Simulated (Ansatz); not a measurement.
# ClH2O3Si radical: how energies converge with the basis set

An exercise on one series of results from a longer session: the logs are not shown, and one member is left open.

The runs use Ansatz 0.2.0, Gaussian basis; one geometry, several basis sets.

Levels to be run: PBE0-D4/def2-SVP; ωB97M-V/def2-SVP; PBE0-D4/def2-QZVPP; ωB97M-V/def2-QZVPP; CCSD(T)/cc-pV(D+d)Z; CCSD(T)/cc-pV(T+d)Z; MP2/cc-pV(Q+d)Z; the functionals' def2-TZVPP values are taken from earlier runs.

## The relaxed structure

All runs share one geometry, relaxed beforehand with PBE0-D4 in a triple-zeta def2 set.

7 atoms, charge 0, spin multiplicity 2.

Atoms are counted from 1 here; the program's logs count them from 0.

Bond lengths: O1–Si2 1.646 Å, Si2–O3 1.615 Å, Si2–O4 1.623 Å, Si2–Cl5 2.039 Å, O3–H6 0.959 Å, O4–H7 0.959 Å. Angles: O1–Si2–O3 111.7°, O1–Si2–O4 115.2°, O1–Si2–Cl5 97.6°, O3–Si2–O4 106.8°, O3–Si2–Cl5 113.3°, O4–Si2–Cl5 112.3°, Si2–O3–H6 117.4°, Si2–O4–H7 118.3°.

The first run:

Contents of in.yaml:

```yaml
crystal:
  periodic: [false, false, false]
  atoms:
    - {symbol: O, position_ang: [-1.682761, -0.873602, 0.199390]}
    - {symbol: Si, position_ang: [-0.281369, -0.012546, 0.133264]}
    - {symbol: O, position_ang: [0.645316, -0.278773, 1.428286]}
    - {symbol: O, position_ang: [0.642889, -0.295597, -1.170583]}
    - {symbol: Cl, position_ang: [-1.110547, 1.850537, 0.103567]}
    - {symbol: H, position_ang: [1.595533, -0.276924, 1.299090]}
    - {symbol: H, position_ang: [0.252140, -0.181195, -2.038712]}
basis:
  gaussian: {orbitals: def2-SVP}
magnetization: {spin_polarized: true, initial_magnetization: 1}
hamiltonian: {xc: pbe0, dispersion: d4}
output: {orbitals: {seedname: orbitals}}
```

Command:

```console
> ansatz run in.yaml --threads 2 --pin off --events-out ev --progress --plain --max-ram 22528MiB --backend cpu
```

Among the steps run: PBE0-D4 in def2-SVP; ωB97M-V in def2-SVP; PBE0-D4 in def2-QZVPP; ωB97M-V in def2-QZVPP.

One of the session's tables, all rows but one given; the rest of the session is left out.

```
functional       basis  HOMO (eV)  LUMO (eV)
   PBE0-D4    def2-SVP      -8.98      -4.69
   PBE0-D4  def2-TZVPP          ?          ?
   PBE0-D4  def2-QZVPP      -9.28      -4.99
   ωB97M-V    def2-SVP     -11.33      -2.42
   ωB97M-V  def2-TZVPP     -11.60      -2.74
   ωB97M-V  def2-QZVPP     -11.66      -2.82
```

**Question.** Estimate the row for PBE0-D4, def2-TZVPP.

As computed: HOMO (eV): -9.22; LUMO (eV): -4.93. In the column «HOMO (eV)» it lies between PBE0-D4, def2-QZVPP (-9.28) and PBE0-D4, def2-SVP (-8.98).
